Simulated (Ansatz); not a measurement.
# Al30Ga: the cost of one run

Program: Ansatz 0.2.0. Level of theory: DFT PBE, plane waves, PAW, scalar-relativistic, no spin polarisation. These are calculated values, not measurements.

**1. The starting structure**

The cell holds 31 atoms (Al30Ga): a = 8.100 Å, b = 8.100 Å, c = 8.100 Å, α = 90.00°, β = 90.00°, γ = 90.00°.

The coordinates stand in the first input below.

**2. End point A**

Contents of input.yaml:

```yaml
crystal:
  lattice:
    - [8.1, 0.0, 0.0]
    - [0.0, 8.1, 0.0]
    - [0.0, 0.0, 8.1]
  atoms:
    - { symbol: Al, position: [0.4966894, -0.0050464, -0.0014491] }
    - { symbol: Al, position: [0.7528639, 0.2498222, 0.0014936] }
    - { symbol: Al, position: [0.7538603, -0.0033877, 0.2501182] }
    - { symbol: Al, position: [0.0012884, 0.0025134, -0.0023768] }
    - { symbol: Al, position: [0.249218, 0.2497118, -0.0065468] }
    - { symbol: Al, position: [0.5002593, 0.499793, -0.0010099] }
    - { symbol: Al, position: [0.741064, 0.7463886, 0.0012962] }
    - { symbol: Ga, position: [0.2463113, -0.0039217, 0.2516425] }
    - { symbol: Al, position: [0.5024165, 0.2454135, 0.251301] }
    - { symbol: Al, position: [0.7513743, 0.4954128, 0.2562803] }
    - { symbol: Al, position: [0.7530102, 0.2512558, 0.4935713] }
    - { symbol: Al, position: [0.7501226, 0.0071017, 0.7458904] }
    - { symbol: Al, position: [0.001952, 0.5021376, -0.005515] }
    - { symbol: Al, position: [0.2456016, 0.7520944, -0.0045775] }
    - { symbol: Al, position: [0.0042304, 0.2483933, 0.2516462] }
    - { symbol: Al, position: [0.2495377, 0.4972977, 0.2483397] }
    - { symbol: Al, position: [0.4953126, 0.7498135, 0.2495636] }
    - { symbol: Al, position: [-0.000371, -0.0006164, 0.5011411] }
    - { symbol: Al, position: [0.2500525, 0.2548933, 0.5022423] }
    - { symbol: Al, position: [0.4974871, 0.4955371, 0.4919777] }
    - { symbol: Al, position: [0.7479606, 0.7451402, 0.4997822] }
    - { symbol: Al, position: [0.2460128, 0.0025792, 0.7578564] }
    - { symbol: Al, position: [0.4995815, 0.2549797, 0.7486526] }
    - { symbol: Al, position: [0.7537173, 0.4984934, 0.7477307] }
    - { symbol: Al, position: [-0.0034159, 0.7468271, 0.2503186] }
    - { symbol: Al, position: [-0.0071141, 0.4992054, 0.4994263] }
    - { symbol: Al, position: [0.2451393, 0.7508887, 0.4999087] }
    - { symbol: Al, position: [-0.0022228, 0.2563657, 0.7482827] }
    - { symbol: Al, position: [0.2519872, 0.4993074, 0.7535174] }
    - { symbol: Al, position: [0.4958213, 0.7501153, 0.7462666] }
    - { symbol: Al, position: [0.0010317, 0.7510837, 0.7546146] }
basis:
  ecutwfc: 420.0
kpoints:
  mp_grid: { grid: [2, 2, 2] }
hamiltonian:
  xc: pbe
  pseudopotentials: { kind: paw, azcp: { folder: soft_1 } }
scf:
  occupations: { method: gaussian, width: 0.1 }
  lower_state_search: "off"
relax:
  f_tol: 0.03
  max_steps: 60
  adjacent_minimum: "off"
```

On the command line:

```console
> ansatz run input.yaml --threads 2 --pin off --max-ram 5120MiB --backend cpu --events-out ev --progress --plain --runs-dir out
```

Q: Estimate wall time and peak memory on 2 threads of Arm Neoverse V1, shared host.

About 27 s, with a peak of 1 GiB.
